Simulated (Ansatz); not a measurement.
# B2H4SSi: rigid scan of one bond length, by script

Aim: a rigid scan of one bond length, for B2H4SSi, run from a script. SMILES: B[SiH]1BS1.

All numbers are computed with the Python package of Ansatz 0.2.0. Level of theory: B3LYP/6-31G*.

**1. The system**

Bond lengths: B1–Si2 1.878 Å, Si2–B3 2.007 Å, Si2–S4 1.956 Å, B3–S4 1.957 Å, B1–H5 1.176 Å, B1–H6 1.237 Å, Si2–H7 1.500 Å, B3–H8 1.190 Å. Angles: B1–Si2–B3 114.4°, B1–Si2–S4 113.5°, B1–Si2–H7 121.7°, B3–Si2–S4 59.2°, B3–Si2–H7 119.8°, S4–Si2–H7 111.5°, Si2–B1–H5 123.7°, Si2–B1–H6 121.4°, H5–B1–H6 114.0°, Si2–B3–S4 59.1°, Si2–B3–H8 133.2°, S4–B3–H8 145.0°, Si2–S4–B3 61.7°.

No structure file is read: the coordinates are typed or built in the script.

**2. The code**

Input file scan.py:

```python
"""Stretching a bond of B2H4SSi, the rest held rigid."""

from dataclasses import dataclass

import ansatz as az
import numpy as np


@dataclass(frozen=True)
class Settings:
    basis_set: str = "6-31G*"
    functional: str = "b3lyp"


opts = Settings()

geometry_ang = [
    ("B", (-0.3296, 1.5371, -0.1089)),
    ("Si", (0.5955, -0.0929, -0.224)),
    ("B", (-0.3722, -1.6535, 0.5871)),
    ("S", (-0.2953, -1.4177, -1.3537)),
    ("H", (-0.1125, 2.3544, 0.7086)),
    ("H", (-1.3573, 1.7439, -0.7662)),
    ("H", (2.0855, -0.1427, -0.3896)),
    ("H", (-0.1219, -2.3857, 1.4908)),
]
geometry = az.Crystal.molecule()
for symbol, xyz in geometry_ang:
    geometry = geometry.atom(symbol, xyz)

symbols = [site.symbol for site in geometry.cartesian_sites]
start = np.array([site.position_ang for site in geometry.cartesian_sites])
axis = (start[5] - start[0]) / np.linalg.norm(start[5] - start[0])
moving = [5]
lengths, energies = [1.089, 1.138, 1.188, 1.237, 1.287, 1.336, 1.386, 1.46], []
for length in lengths:
    xyz = start.copy()
    xyz[moving] += (length - np.linalg.norm(start[5] - start[0])) * axis
    point = az.Crystal.molecule()
    for symbol, place in zip(symbols, xyz):
        point = point.atom(symbol, place.tolist())
    calculation = point.calculation().basis(gaussian=opts.basis_set).functional(opts.functional)
    summary = calculation.run().report
    energies.append(summary["free_energy_ev"])
    print(f"r = {length:6.3f} A  E = {energies[-1]:.5f} eV  <S^2> = {abs(summary['mean_field']['state']['spin_squared']):.3f}")

# quartic fit about the minimum
fit = np.polynomial.Polynomial.fit(lengths, np.array(energies) - min(energies), 4).convert()
roots = [r.real for r in fit.deriv().roots() if abs(r.imag) < 1e-9 and fit.deriv(2)(r.real) > 0]
r_e = min(roots, key=lambda r: abs(r - lengths[int(np.argmin(energies))]))
print(f"minimum of the fit at {r_e:.4f} A, force constant {fit.deriv(2)(r_e):.2f} eV/A^2")
```

**3. The calls as engine input**

The engine receives this input (first run):

```yaml
crystal:
  periodic: [false, false, false]
  atoms:
    - { symbol: B, position_ang: [-0.3296, 1.5371, -0.1089] }
    - { symbol: Si, position_ang: [0.5955, -0.0929, -0.224] }
    - { symbol: B, position_ang: [-0.3722, -1.6535, 0.5871] }
    - { symbol: S, position_ang: [-0.2953, -1.4177, -1.3537] }
    - { symbol: H, position_ang: [-0.1125, 2.3544, 0.7086] }
    - { symbol: H, position_ang: [-1.2341028271834091, 1.7191095209317204, -0.6874051165784323] }
    - { symbol: H, position_ang: [2.0855, -0.1427, -0.3896] }
    - { symbol: H, position_ang: [-0.1219, -2.3857, 1.4908] }
basis:
  gaussian:
    orbitals: "6-31G*"
hamiltonian:
  xc: b3lyp
```

**4. Running it**

Launch:

```sh
> python scan.py
```

**Question.** What results will this script give? Wanted: range of energy; lowest point, distance.

The runs gave:

```
                        quantity     value
bond length at the fit's minimum  1.1974 Å
                   runs compared         8
                 range of energy  0.540 eV
      lowest point, distance (Å)      1.19
```

What this shows: The curve has its lowest point inside the range, at 1.19. The ends stand 0.167 and 0.54 eV above it. The distance scanned is the script's pair 0, 5. Notes:
- The rest of the molecule is held rigid at a force-field or estimated start geometry, and the basis set is modest; single-reference methods fail as a bond breaks.
- b3lyp holds the VWN-RPA fit, as in Gaussian; the form of ORCA and Turbomole is b3lyp5.
- The orbitals are restricted, so S² is zero by construction.
